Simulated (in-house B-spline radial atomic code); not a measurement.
# Ho⁵⁺: ionisation energy by several methods

The task here is to estimate one member of a computed series from the others.

Program: in-house B-spline radial atomic code version 1. Level of theory: non-relativistic, several functionals, spin-polarised, exact exchange averaged over the configuration; spherical all-electron atom at the radial basis limit. These are calculated values, not measurements, unless marked.

## The system

- element: holmium (Z = 67)
- charge: +5
- electrons: 62
- configuration: [Kr] 4d10 4f9 5s2 5p5
- nucleus: point

The outer shells:

[Kr] 4d10 4f9 5s2 5p5
```
[Kr] core
4d [↑↓][↑↓][↑↓][↑↓][↑↓]
4f [↑↓][↑↓][↑ ][↑ ][↑ ][↑ ][↑ ]
5s [↑↓]
5p [↑↓][↑↓][↑ ]
```

Where spins are not typed, each open shell is filled with up spins first.

Set-up of the first run:

The run's settings:

```ini
Z = 67
electrons = 62.0
configuration = [Kr] 4d10 4f9 5s2 5p5
hamiltonian = nr
method = r2scan0
spin_polarised = True
exact_exchange = averaged over the configuration
```

Run with:

```bash
> python run_scf.py task.json out
```

One command runs all members of the session, one after another, from task.json.

Steps of the session up to this table: r2SCAN0, a global hybrid; M06-2X, a global hybrid; CAM-B3LYP, a range-separated hybrid; BHandHLYP, a global hybrid; HSE06, a range-separated hybrid.

One of the session's tables, all rows but one given; the rest of the session is left out.

```
   method  ΔSCF (eV)
  r2SCAN0          ?
   M06-2X     89.066
BHandHLYP     89.360
CAM-B3LYP     89.695
    HSE06     89.479
```

Q: Estimate the row for r2SCAN0 from the others.

The run gave: ΔSCF (eV): 89.701. In the column «ΔSCF (eV)» it is the highest.

To keep in mind: These runs leave out relativity, which matters at this nuclear charge.
